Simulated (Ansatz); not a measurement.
**CH₅BO₂S: one molecule under many settings**

Aim: run CH₅BO₂S under a spread of inputs, and see what each costs and gives.

Method: the settings change from run to run; program: Ansatz 0.2.0, Gaussian basis.

## 1. The geometry

The structure was relaxed beforehand with PBE0-D4 in a triple-zeta def2 set.

SMILES `CSB(O)O`, 10 atoms, charge 0, spin multiplicity 1.

Atoms are counted from 1 here; the program's logs count them from 0.

Bond lengths: C1–S2 1.807 Å, C1–H6 1.091 Å, C1–H7 1.089 Å, C1–H8 1.091 Å, S2–B3 1.831 Å, B3–O4 1.359 Å, B3–O5 1.359 Å, O4–H9 0.958 Å, O5–H10 0.958 Å. Angles: S2–C1–H6 111.3°, S2–C1–H7 107.1°, S2–C1–H8 111.3°, H6–C1–H7 108.1°, H6–C1–H8 110.6°, H7–C1–H8 108.1°, C1–S2–B3 102.8°, S2–B3–O4 119.3°, S2–B3–O5 124.2°, O4–B3–O5 116.5°, B3–O4–H9 114.2°, B3–O5–H10 114.3°.

Geometry (Å):

```
C    -1.0186    0.2969    1.2103
S     0.3492   -0.8194    0.8249
B     0.8276   -0.3041   -0.8657
O     1.8516   -0.9428   -1.4915
O     0.2209    0.6944   -1.5595
H    -1.8533    0.1544    0.5223
H    -1.3605    0.0491    2.2143
H    -0.6935    1.3383    1.2095
H     2.2551   -1.6401   -0.9722
H    -0.4956    1.1220   -1.0894
```

## 2. PBE/6-31G*

This run has atoms shaken by 0.08 Å, the search for lower states set to off.

in.yaml reads:

```yaml
crystal:
  periodic: [false, false, false]
  atoms:
    - {symbol: C, position_ang: [-1.067878, 0.301134, 1.196332]}
    - {symbol: S, position_ang: [0.375519, -0.870850, 0.844510]}
    - {symbol: B, position_ang: [0.820454, -0.449285, -0.782688]}
    - {symbol: O, position_ang: [1.884967, -1.169561, -1.565054]}
    - {symbol: O, position_ang: [0.203623, 0.680792, -1.654029]}
    - {symbol: H, position_ang: [-1.937164, 0.171055, 0.414363]}
    - {symbol: H, position_ang: [-1.348630, 0.109567, 2.214235]}
    - {symbol: H, position_ang: [-0.708574, 1.293171, 1.304818]}
    - {symbol: H, position_ang: [2.349012, -1.612564, -1.103293]}
    - {symbol: H, position_ang: [-0.472859, 1.078328, -1.051893]}
basis:
  gaussian: {orbitals: "6-31G*"}
hamiltonian: {xc: {name: PBE}}
scf: {lower_state_search: off}
output: {forces: true}
```

Started as:

```
$ ansatz run in.yaml --threads 4 --pin off --events-out ev --progress --plain --max-ram 10444MiB
```

The program printed, cut to the lines that bear on the results:

```text
Functional definition: PBE
  name "PBE"
  cite "Perdew, Burke & Ernzerhof, Phys. Rev. Lett. 77, 3865 (1996) doi:10.1103/PhysRevLett.77.3865"
  parent pbe
[...]
1016 factors; their error is unknown
[...]
mean field -16712.86900516 eV, -614.1866075500 hartree, gradient 8.7e-6 eV, S^2 0.000000; 0 other end points of the search recorded, 0 dependent functions left out
[...]
reference -16712.86902959 eV, -614.1866084479 hartree; 24, 24 occupied and 65, 65 virtual orbitals, 1016 factors
Total energy: -16712.86902959 eV, -614.1866084479 hartree
Atom 0 at    -1.067878     0.301134     1.196332 Å, force    -0.546099    -1.439344    -1.636981 eV/Å
Atom 1 at     0.375519    -0.870850     0.844510 Å, force    -1.089178    -0.006614     1.701298 eV/Å
Atom 2 at     0.820454    -0.449285    -0.782688 Å, force     1.582891     1.706055    -6.216384 eV/Å
Atom 3 at     1.884967    -1.169561    -1.565054 Å, force   -12.956982    11.832823    -8.283960 eV/Å
Atom 4 at     0.203623     0.680792    -1.654029 Å, force     1.122810    -2.889890     2.901762 eV/Å
Atom 5 at    -1.937164     0.171055     0.414363 Å, force     1.477465     0.252223     1.540205 eV/Å
Atom 6 at    -1.348630     0.109567     2.214235 Å, force    -0.771508    -0.850363     0.703607 eV/Å
Atom 7 at    -0.708574     1.293171     1.304818 Å, force     0.546542     1.552283    -0.672036 eV/Å
Atom 8 at     2.349012    -1.612564    -1.103293 Å, force    10.407786   -10.165080    10.422156 eV/Å
Atom 9 at    -0.472859     1.078328    -1.051893 Å, force     0.226274     0.007909    -0.459667 eV/Å
Dipole moment:    -0.353360     0.130656     0.654280 e Å
Checks for a lower state left out: stability, starts, cluster_reference, orbital_swaps, neighbouring_geometries, increment
```

Wall time 0.45 s (4 threads of Intel Xeon Platinum 8488C, shared host); peak memory 0.42 GiB.

Largest force 19.404 eV/Å, dipole 3.63 D.

## 3. PBEsol/aug-pcseg-2

in.yaml reads:

```yaml
crystal:
  periodic: [false, false, false]
  atoms:
    - {symbol: C, position_ang: [-1.018609, 0.296894, 1.210281]}
    - {symbol: S, position_ang: [0.349190, -0.819366, 0.824921]}
    - {symbol: B, position_ang: [0.827648, -0.304052, -0.865720]}
    - {symbol: O, position_ang: [1.851648, -0.942782, -1.491544]}
    - {symbol: O, position_ang: [0.220899, 0.694405, -1.559470]}
    - {symbol: H, position_ang: [-1.853280, 0.154388, 0.522321]}
    - {symbol: H, position_ang: [-1.360454, 0.049094, 2.214272]}
    - {symbol: H, position_ang: [-0.693485, 1.338317, 1.209471]}
    - {symbol: H, position_ang: [2.255072, -1.640083, -0.972243]}
    - {symbol: H, position_ang: [-0.495629, 1.121985, -1.089391]}
basis:
  gaussian: {orbitals: aug-pcseg-2}
hamiltonian: {xc: {name: PBEsol}}
```

Same command.

The program printed:

```text
Functional definition: PBEsol
  name "PBEsol"
  cite "Perdew et al., Phys. Rev. Lett. 100, 136406 (2008) doi:10.1103/PhysRevLett.100.136406"
  cite "Perdew, Burke & Ernzerhof, Phys. Rev. Lett. 77, 3865 (1996) doi:10.1103/PhysRevLett.77.3865"
  parent pbesol
  exchange = pbesol_x
  correlation = pbesol_c
1425 factors; their error is unknown
mean field evaluation 1: about -16663.9203 eV, gradient 9.5e1 eV
mean field evaluation 2: about -16605.9942 eV, gradient 1.9e2 eV
mean field evaluation 4: about -16679.8457 eV, gradient 1.8e1 eV
mean field evaluation 8: about -16680.5253 eV, gradient 9.2e-2 eV
mean field evaluation 16: about -16680.4721 eV, gradient 9.8e-5 eV
mean field -16680.47212533 eV, -612.9960441757 hartree, gradient 3.8e-5 eV, S^2 0.000000; 0 other end points of the search recorded, 0 dependent functions left out
reference -16680.47219615 eV, -612.9960467784 hartree; 24, 24 occupied and 325, 325 virtual orbitals, 1425 factors
Total energy: -16680.47219615 eV, -612.9960467784 hartree
```

Run time: 3 s. Hardware: 4 threads of Intel Xeon Platinum 8488C, shared host; peak memory 0.56 GiB.

## 4. wB97/def2-SVP

Changes to in.yaml since step 3:

```diff
@@ -14,3 +14,3 @@
 basis:
-  gaussian: {orbitals: aug-pcseg-2}
-hamiltonian: {xc: {name: PBEsol}}
+  gaussian: {orbitals: def2-SVP}
+hamiltonian: {xc: {name: wB97}}
```

The command is unchanged.

The program printed, cut to the lines that bear on the results:

```text
Functional definition: wB97
  name "wB97"
  cite "Chai & Head-Gordon, J. Chem. Phys. 128, 084106 (2008) doi:10.1063/1.2834918"
  cite "Becke, J. Chem. Phys. 107, 8554 (1997) doi:10.1063/1.475007"
[...]
  # The coefficients of nought are those of the uniform gas.
[...]
      + integral(e_c_pw_opposite_spin*poly(b97_u_opposite, 1, cos1, cos2, cos3, cos4))
1093 factors; their error is unknown
320 factors; integrals over basis functions are off by at most 1.8e-5 eV
[...]
mean field -16718.88747622 eV, -614.4077822821 hartree, gradient 2.6e-5 eV, S^2 0.000000; 0 other end points of the search recorded, 0 dependent functions left out
reference -16718.88746775 eV, -614.4077819710 hartree; 24, 24 occupied and 75, 75 virtual orbitals, 1093 factors
Total energy: -16718.88746775 eV, -614.4077819710 hartree
```

Run time: 1.6 s. Hardware: 4 threads of Intel Xeon Platinum 8488C, shared host; peak memory 0.42 GiB.

## 5. PBE0-DH/pcseg-2

Options: charge +1, multiplicity 2, the search for lower states set to off.

Changes to in.yaml since step 4:

```diff
@@ -14,3 +14,7 @@
 basis:
-  gaussian: {orbitals: def2-SVP}
-hamiltonian: {xc: {name: wB97}}
+  gaussian: {orbitals: pcseg-2}
+total_charge: 1
+magnetization: {spin_polarized: true, initial_magnetization: 1}
+hamiltonian: {xc: {name: PBE0-DH}}
+scf: {lower_state_search: off}
+output: {forces: true}
```

Same command.

The program printed, cut to the lines that bear on the results:

```text
Functional definition: PBE0-DH
  name "PBE0-DH"
  cite "Brémond & Adamo, J. Chem. Phys. 135, 024106 (2011) doi:10.1063/1.3604569"
  cite "Perdew, Burke & Ernzerhof, Phys. Rev. Lett. 77, 3865 (1996) doi:10.1103/PhysRevLett.77.3865"
[...]
1343 factors; integrals over basis functions are off by at most 1.1e-3 eV
[...]
mean field -16706.69396982 eV, -613.9596791869 hartree, gradient 7.0e-6 eV, S^2 0.757850; 0 other end points of the search recorded, 0 dependent functions left out
9 core orbitals not correlated: weight in the atoms' cores, before any rotation towards them, 1.000 or more for the frozen orbitals, at most 0.000 for the correlated occupied ones
reference -16706.69398821 eV, -613.9596798627 hartree; 15, 14 occupied and 200, 201 virtual orbitals, 1343 factors
second order -29.26035185 eV of doubles, -0.00000000 eV of singles
[...]
Atom 1 at     0.349190    -0.819366     0.824921 Å, force    -1.062764     0.250351     1.357953 eV/Å
Atom 2 at     0.827648    -0.304052    -0.865720 Å, force     1.131063     1.017978    -3.649911 eV/Å
Atom 3 at     1.851648    -0.942782    -1.491544 Å, force    -1.053570     0.172594     1.476310 eV/Å
Atom 4 at     0.220899     0.694405    -1.559470 Å, force     0.080260    -0.931255     1.462104 eV/Å
Atom 5 at    -1.853280     0.154388     0.522321 Å, force     0.200533    -0.101280    -0.185621 eV/Å
Atom 6 at    -1.360454     0.049094     2.214272 Å, force     0.108631    -0.042362    -0.111520 eV/Å
Atom 7 at    -0.693485     1.338317     1.209471 Å, force     0.210963    -0.090607    -0.179492 eV/Å
Atom 8 at     2.255072    -1.640083    -0.972243 Å, force     0.247275    -0.044301    -0.340264 eV/Å
Atom 9 at    -0.495629     1.121985    -1.089391 Å, force     0.061347     0.177757    -0.407856 eV/Å
Dipole moment:    -0.517715    -0.066202     0.984722 e Å
Checks for a lower state left out: starts, cluster_reference, orbital_swaps, neighbouring_geometries, increment
```

Run time: 17 s. Hardware: 4 threads of Intel Xeon Platinum 8488C, shared host; peak memory 1.1 GiB.

Largest force 3.954 eV/Å, ⟨S²⟩ 0.758.

## 6. RPA/cc-pVTZ-DK

This run has multiplicity 3.

Changes to in.yaml since step 5:

```diff
@@ -14,7 +14,5 @@
 basis:
-  gaussian: {orbitals: pcseg-2}
-total_charge: 1
-magnetization: {spin_polarized: true, initial_magnetization: 1}
-hamiltonian: {xc: {name: PBE0-DH}}
-scf: {lower_state_search: off}
-output: {forces: true}
+  gaussian: {orbitals: cc-pVTZ-DK}
+magnetization: {spin_polarized: true, initial_magnetization: 2}
+hamiltonian: {xc: {name: HF}}
+correlation: {method: rpa}
```

Same command.

The program printed:

```text
Functional definition: HF
  name "HF"
  cite "Fock, Z. Phys. 61, 126 (1930) doi:10.1007/BF01340294"
  parent pbe
  exchange = exact_x
  correlation = 0
1313 factors; integrals over basis functions are off by at most 1.0e-3 eV
mean field evaluation 1: about -16700.9278 eV, gradient 3.6e1 eV
mean field evaluation 2: about -16700.9395 eV, gradient 3.6e1 eV
mean field evaluation 4: about -16706.4948 eV, gradient 3.6e0 eV
mean field evaluation 8: about -16706.7493 eV, gradient 2.0e-1 eV
mean field evaluation 16: about -16705.7895 eV, gradient 5.5e0 eV
mean field evaluation 32: about -16703.2378 eV, gradient 2.0e0 eV
mean field -16706.75104759 eV, -613.9617767562 hartree, gradient 2.6e-6 eV, S^2 2.023266; 5 other end points of the search recorded, 0 dependent functions left out
9 core orbitals not correlated: weight in the atoms' cores, before any rotation towards them, 1.000 or more for the frozen orbitals, at most 0.000 for the correlated occupied ones
reference -16706.75104759 eV, -613.9617767562 hartree; 16, 14 occupied and 199, 201 virtual orbitals, 1313 factors
Total energy: -16736.26959174 eV, -615.0465632453 hartree
Relativity: scalar
```

Wall time 12 s (4 threads of Intel Xeon Platinum 8488C, shared host); peak memory 0.57 GiB.

⟨S²⟩ 2.023.

## 7. BLYP/6-31G

This run has D4 dispersion, relativity set to scalar, the search for lower states set to full.

Changes to in.yaml since step 6:

```diff
@@ -14,5 +14,5 @@
 basis:
-  gaussian: {orbitals: cc-pVTZ-DK}
-magnetization: {spin_polarized: true, initial_magnetization: 2}
-hamiltonian: {xc: {name: HF}}
-correlation: {method: rpa}
+  gaussian: {orbitals: 6-31G}
+hamiltonian: {xc: {name: BLYP}, dispersion: d4, pseudopotentials: {relativity: scalar}}
+scf: {lower_state_search: full}
+output: {forces: true}
```

The command is unchanged.

The program printed, cut to the lines that bear on the results:

```text
Functional definition: BLYP
  name "BLYP"
  cite "Becke, Phys. Rev. A 38, 3098 (1988) doi:10.1103/PhysRevA.38.3098"
  cite "Lee, Yang & Parr, Phys. Rev. B 37, 785 (1988) doi:10.1103/PhysRevB.37.785"
[...]
703 factors; integrals over basis functions are off by at most 2.1e-4 eV
[...]
mean field -16751.92569525 eV, -615.6219144374 hartree, gradient 8.7e-5 eV, S^2 0.000000; 0 other end points of the search recorded, 0 dependent functions left out
[...]
reference -16751.92596837 eV, -615.6219244742 hartree; 24, 24 occupied and 35, 35 virtual orbitals, 703 factors
Total energy: -16752.37300599 eV, -615.6383528038 hartree
Relativity: scalar
Atom 0 at    -1.018609     0.296894     1.210281 Å, force    -1.114323     0.861404     0.396023 eV/Å
Atom 1 at     0.349190    -0.819366     0.824921 Å, force     1.176280    -1.549169     0.680232 eV/Å
Atom 2 at     0.827648    -0.304052    -0.865720 Å, force     0.125861    -0.002704    -0.205431 eV/Å
Atom 3 at     1.851648    -0.942782    -1.491544 Å, force     0.358130     0.145692    -0.853808 eV/Å
Atom 4 at     0.220899     0.694405    -1.559470 Å, force     0.126313     0.367401    -0.843806 eV/Å
Atom 5 at    -1.853280     0.154388     0.522321 Å, force    -0.305700     0.024835    -0.184007 eV/Å
Atom 6 at    -1.360454     0.049094     2.214272 Å, force    -0.138362    -0.014035     0.257521 eV/Å
Atom 7 at    -0.693485     1.338317     1.209471 Å, force     0.019878     0.357159     0.008873 eV/Å
Atom 8 at     2.255072    -1.640083    -0.972243 Å, force     0.782458    -1.017889     0.432315 eV/Å
Atom 9 at    -0.495629     1.121985    -1.089391 Å, force    -1.030535     0.827304     0.312089 eV/Å
Dipole moment:    -0.382684     0.118858     0.439628 e Å
```

Run time: 0.65 s. Hardware: 4 threads of Intel Xeon Platinum 8488C, shared host; peak memory 0.42 GiB.

Largest force 2.061 eV/Å, dipole 2.86 D.

## 8. PBE0/def2-TZVP

Set apart from the defaults: a point charge of 1.00 e beside it, relativity set to scalar.

Changes to in.yaml since step 7:

```diff
@@ -14,5 +14,3 @@
 basis:
-  gaussian: {orbitals: 6-31G}
-hamiltonian: {xc: {name: BLYP}, dispersion: d4, pseudopotentials: {relativity: scalar}}
-scf: {lower_state_search: full}
-output: {forces: true}
+  gaussian: {orbitals: def2-TZVP, point_charges: [{charge: 1.00, position_ang: [6.704, 0.369, 0.052]}]}
+hamiltonian: {xc: {name: PBE0}, pseudopotentials: {relativity: scalar}}
```

The command is unchanged.

The program printed:

```text
Functional definition: PBE0
  name "PBE0"
  cite "Adamo & Barone, J. Chem. Phys. 110, 6158 (1999) doi:10.1063/1.478522"
  cite "Perdew, Burke & Ernzerhof, Phys. Rev. Lett. 77, 3865 (1996) doi:10.1103/PhysRevLett.77.3865"
  parent pbe
  parameter a = 0.25
  parameter kappa = 0.804
  parameter beta = 0.06672455060314922
  exchange = (1 - a)*pbe_x(kappa = kappa, mu = beta*pi^2/3) + a*exact_x
  correlation = pbe_c(beta = beta)
1142 factors; their error is unknown
mean field evaluation 1: about -16740.2050 eV, gradient 7.5e1 eV
mean field evaluation 2: about -16729.0138 eV, gradient 1.1e2 eV
mean field evaluation 4: about -16749.8962 eV, gradient 3.9e0 eV
mean field evaluation 8: about -16749.9295 eV, gradient 6.7e-2 eV
mean field evaluation 16: about -16749.9567 eV, gradient 4.0e-5 eV
mean field -16749.95667869 eV, -615.5495544136 hartree, gradient 4.0e-5 eV, S^2 0.000000; 0 other end points of the search recorded, 0 dependent functions left out
reference -16749.95670676 eV, -615.5495554451 hartree; 24, 24 occupied and 167, 167 virtual orbitals, 1142 factors
Total energy: -16749.95670676 eV, -615.5495554451 hartree
Relativity: scalar
```

Wall time 1.3 s (4 threads of Intel Xeon Platinum 8488C, shared host); peak memory 0.42 GiB.

## 9. BHLYP/def2-mTZVP

Set apart from the defaults: atoms shaken by 0.15 Å, density fitting with cc-pVTZ-jkfit.

in.yaml reads:

```yaml
crystal:
  periodic: [false, false, false]
  atoms:
    - {symbol: C, position_ang: [-0.960994, 0.299653, 1.044628]}
    - {symbol: S, position_ang: [0.499590, -0.915561, 0.767106]}
    - {symbol: B, position_ang: [0.830910, -0.449663, -0.836041]}
    - {symbol: O, position_ang: [1.820887, -0.780345, -1.290828]}
    - {symbol: O, position_ang: [0.250591, 1.010895, -1.442459]}
    - {symbol: H, position_ang: [-1.634929, 0.150115, 0.683239]}
    - {symbol: H, position_ang: [-1.126260, 0.068940, 2.268050]}
    - {symbol: H, position_ang: [-0.388050, 1.222634, 1.174117]}
    - {symbol: H, position_ang: [2.168507, -1.651577, -1.153289]}
    - {symbol: H, position_ang: [-0.340486, 1.109217, -1.134088]}
basis:
  gaussian: {orbitals: def2-mTZVP, fitting: {mean_field: cc-pVTZ-jkfit}}
hamiltonian: {xc: {name: BHLYP}}
output: {forces: true}
```

Same command.

The program printed, cut to the lines that bear on the results:

```text
Functional definition: BHLYP
  name "BHLYP"
  cite "Becke, J. Chem. Phys. 98, 1372 (1993) doi:10.1063/1.464304"
  cite "Becke, Phys. Rev. A 38, 3098 (1988) doi:10.1103/PhysRevA.38.3098"
  cite "Lee, Yang & Parr, Phys. Rev. B 37, 785 (1988) doi:10.1103/PhysRevB.37.785"
[...]
587 factors; integrals over basis functions are off by at most 2.3e-1 eV
[...]
mean field -16715.26393391 eV, -614.2746195584 hartree, gradient 8.3e-5 eV, S^2 0.000000; 0 other end points of the search recorded, 0 dependent functions left out
[...]
reference -16715.26410194 eV, -614.2746257335 hartree; 24, 24 occupied and 99, 99 virtual orbitals, 587 factors
Total energy: -16715.26410194 eV, -614.2746257335 hartree
Atom 0 at    -0.960994     0.299653     1.044628 Å, force    26.159194     3.522443    19.389845 eV/Å
Atom 1 at     0.499590    -0.915561     0.767106 Å, force    -3.597233    -0.126272     2.584732 eV/Å
Atom 2 at     0.830910    -0.449663    -0.836041 Å, force   -12.769555    10.598028     3.590473 eV/Å
Atom 3 at     1.820887    -0.780345    -1.290828 Å, force    13.903232    -5.457571    -8.803223 eV/Å
Atom 4 at     0.250591     1.010895    -1.442459 Å, force    41.007565   -11.535844   -19.089930 eV/Å
Atom 5 at    -1.634929     0.150115     0.683239 Å, force   -23.720313    -4.753053   -13.734907 eV/Å
Atom 6 at    -1.126260     0.068940     2.268050 Å, force    -0.103903     0.566567    -3.471474 eV/Å
Atom 7 at    -0.388050     1.222634     1.174117 Å, force    -1.366982     0.002835    -1.189014 eV/Å
Atom 8 at     2.168507    -1.651577    -1.153289 Å, force     0.502544    -0.075882     0.119309 eV/Å
Atom 9 at    -0.340486     1.109217    -1.134088 Å, force   -40.014548     7.258750    20.604188 eV/Å
Dipole moment:    -0.100079    -0.484252     0.324716 e Å
```

It took 0.8 s on 4 threads of Intel Xeon Platinum 8488C, shared host; peak memory 0.42 GiB.

Largest force 46.681 eV/Å, dipole 2.84 D.

## 10. HF/def2-TZVPD

This run has a point charge of -1.00 e beside it.

in.yaml reads:

```yaml
crystal:
  periodic: [false, false, false]
  atoms:
    - {symbol: C, position_ang: [-1.018609, 0.296894, 1.210281]}
    - {symbol: S, position_ang: [0.349190, -0.819366, 0.824921]}
    - {symbol: B, position_ang: [0.827648, -0.304052, -0.865720]}
    - {symbol: O, position_ang: [1.851648, -0.942782, -1.491544]}
    - {symbol: O, position_ang: [0.220899, 0.694405, -1.559470]}
    - {symbol: H, position_ang: [-1.853280, 0.154388, 0.522321]}
    - {symbol: H, position_ang: [-1.360454, 0.049094, 2.214272]}
    - {symbol: H, position_ang: [-0.693485, 1.338317, 1.209471]}
    - {symbol: H, position_ang: [2.255072, -1.640083, -0.972243]}
    - {symbol: H, position_ang: [-0.495629, 1.121985, -1.089391]}
basis:
  gaussian: {orbitals: def2-TZVPD, point_charges: [{charge: -1.00, position_ang: [5.796, -0.215, -0.844]}]}
hamiltonian: {xc: {name: HF}}
```

Launched as before.

The program printed:

```text
Functional definition: HF
  name "HF"
  cite "Fock, Z. Phys. 61, 126 (1930) doi:10.1007/BF01340294"
  parent pbe
  exchange = exact_x
  correlation = 0
1551 factors; their error is unknown
mean field evaluation 1: about -16674.8950 eV, gradient 4.8e1 eV
mean field evaluation 2: about -16677.9663 eV, gradient 2.9e1 eV
mean field evaluation 4: about -16679.3205 eV, gradient 7.9e-1 eV
mean field evaluation 8: about -16679.5229 eV, gradient 5.4e-1 eV
mean field -16679.52321007 eV, -612.9611721833 hartree, gradient 2.1e-5 eV, S^2 0.000000; 0 other end points of the search recorded, 0 dependent functions left out
reference -16679.52321007 eV, -612.9611721833 hartree; 24, 24 occupied and 221, 221 virtual orbitals, 1551 factors
Total energy: -16679.52321007 eV, -612.9611721833 hartree
```

Wall time 1.1 s (4 threads of Intel Xeon Platinum 8488C, shared host); peak memory 0.5 GiB.

## 11. The runs in one table

```csv
level,charge,multiplicity,geometry,functions,energy (eV),time
PBE/6-31G*,0,1,shaken,89,-16712.869,0.45 s
PBEsol/aug-pcseg-2,0,1,relaxed,349,-16680.472,3 s
wB97/def2-SVP,0,1,relaxed,99,-16718.887,1.6 s
PBE0-DH/pcseg-2,1,2,relaxed,224,-16710.352,17 s
RPA/cc-pVTZ-DK,0,3,relaxed,224,-16736.270,12 s
BLYP/6-31G,0,1,relaxed,59,-16752.373,0.65 s
PBE0/def2-TZVP,0,1,"relaxed, point charge",191,-16749.957,1.3 s
BHLYP/def2-mTZVP,0,1,shaken,123,-16715.264,0.8 s
HF/def2-TZVPD,0,1,"relaxed, point charge",245,-16679.523,1.1 s
```

## 12. Results

| quantity | value |
| --- | --- |
| runs | 9 |
| quickest | PBE/6-31G*, 0.45 s |
| slowest | PBE0-DH/pcseg-2, 17 s |
| spread of total energies, same state and geometry | 71.9 eV |

Run time spans a factor of 37, from PBE/6-31G* to PBE0-DH/pcseg-2. The jobs differ in tasks and options as well as level. Total energies at one charge and spin differ by 72 eV between levels, so only differences within one level mean anything. Some of these runs are scalar-relativistic and others not, which shifts the totals of all-electron atoms past neon by eV; core potentials, where a basis has them, take the core out of the total altogether. At the PBE0-D4/def2-TZVP geometry and in the same state, runs without warnings or point charges leave forces up to 2.06 eV/Å (BLYP/6-31G), against 46.7 eV/Å where the atoms were moved.
